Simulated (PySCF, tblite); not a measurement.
**C5H11GaN2O: geometry, infrared bands and NMR shifts**

Aim: predict the infrared bands and NMR shifts of C5H11GaN2O (`C=[C]([GaH2-][NH3+])[C@@H](O)CC#N`).

Programs: tblite 0.8.0 and PySCF 2.14.0, with density-fitted response routines of our own. Each step states its level of theory. These are calculated values for one molecule in the gas phase, unless marked as measured. Atoms count from 0, in the outputs and in this text.

### Step 1. The molecule as given

20 atoms, charge 0, multiplicity 1; geometry from: force field or distance geometry start.

Bonds of the start (Å): C0–C1 1.31, C1–Ga2 1.99, Ga2–N3 1.89, C1–C4 1.48, C4–O5 1.40, C4–C6 1.53, C6–C7 1.45, C7–N8 1.16, C0–H9 1.09, C0–H10 1.08, Ga2–H11 1.61, Ga2–H12 1.59, N3–H13 1.05, N3–H14 1.06, N3–H15 1.04, C4–H16 1.10, O5–H17 1.00, C6–H18 1.09, C6–H19 1.11.

### Step 2. Optimising the geometry with GFN2-xTB

What the job is given:

```
{"job": {"kind": "relax", "xc": "GFN2-xTB", "basis": "xTB"}, "charge": 0, "multiplicity": 1}
C     -0.341600    -0.686900    -1.900400
C      0.103200    -0.497300    -0.679800
Ga     2.023500    -0.025900    -0.496100
N      2.321200     1.420900     0.677000
C     -0.672700    -0.639300     0.576000
O     -0.550300     0.477700     1.404100
C     -2.136000    -0.821100     0.163500
C     -2.615200     0.327200    -0.575500
N     -3.007300     1.225700    -1.187900
H      0.355300    -0.556400    -2.730300
H     -1.351700    -0.954900    -2.174200
H      2.581400     0.325900    -1.959900
H      2.768900    -1.316600     0.043500
H      2.846700     1.058300     1.512700
H      2.963100     2.110000     0.198800
H      1.479700     1.953500     0.973100
H     -0.366700    -1.517700     1.154500
H     -1.450600     0.864600     1.594200
H     -2.178700    -1.713300    -0.466300
H     -2.777400    -1.023900     1.050700
```

Started as:

```
OMP_NUM_THREADS=1 python probes_run.py task.json out
```

This one command runs all jobs of the session in turn.

**Question.** This job is followed by: GFN2-xTB harmonic vibrations, gas phase; GIAO PBE0/pcSseg-1 NMR shielding, non-relativistic, gas phase. Predict these results of the whole session: strongest single infrared mode (GFN2-xTB); zero-point energy (GFN2-xTB); 13C shifts against TMS (PBE0/pcSseg-1); 1H shifts against TMS (PBE0/pcSseg-1, means over atoms taken as alike); 15N shifts against NH3 (PBE0/pcSseg-1); 17O shifts against H2O (PBE0/pcSseg-1); shieldings of Ga (PBE0/pcSseg-1).

As calculated:

```
                                                              quantity                                                     value
                             strongest single infrared mode (GFN2-xTB)                                     1737 cm⁻¹, 508 km/mol
                                          zero-point energy (GFN2-xTB)                                             92.0 kcal/mol
                                13C shifts against TMS (PBE0/pcSseg-1)                       182.0, 130.5, 129.7, 76.5, 29.6 ppm
1H shifts against TMS (PBE0/pcSseg-1, means over atoms taken as alike)  6.19, 6.15, 4.76, 4.59, 4.24, 2.99, 2.43, 2.39, 1.70 ppm
                                15N shifts against NH3 (PBE0/pcSseg-1)                                           286.6, 36.8 ppm
                                17O shifts against H2O (PBE0/pcSseg-1)                                                  85.0 ppm
                                      shieldings of Ga (PBE0/pcSseg-1)                                            Ga2 1520.2 ppm
```

What this shows: Relaxing lowered the energy by 1.268 eV in 232 steps; the close pair that moved most is Ga2–N3, from 1.886 to 2.125 Å. All 54 modes are real, so the xTB geometry is a minimum. The strongest single mode, at 1737 cm⁻¹, moves mainly H12. GFN2-xTB is a fitted tight-binding method: band positions and strengths are rough. Its intensities can rank the bands wrongly. At PBE0/pcSseg-1: The widest tensor belongs to N8: span 503 ppm, with a paramagnetic part of -360 ppm. Spin-orbit coupling is left out, which matters for shieldings and couplings at and beside the heavy atoms.
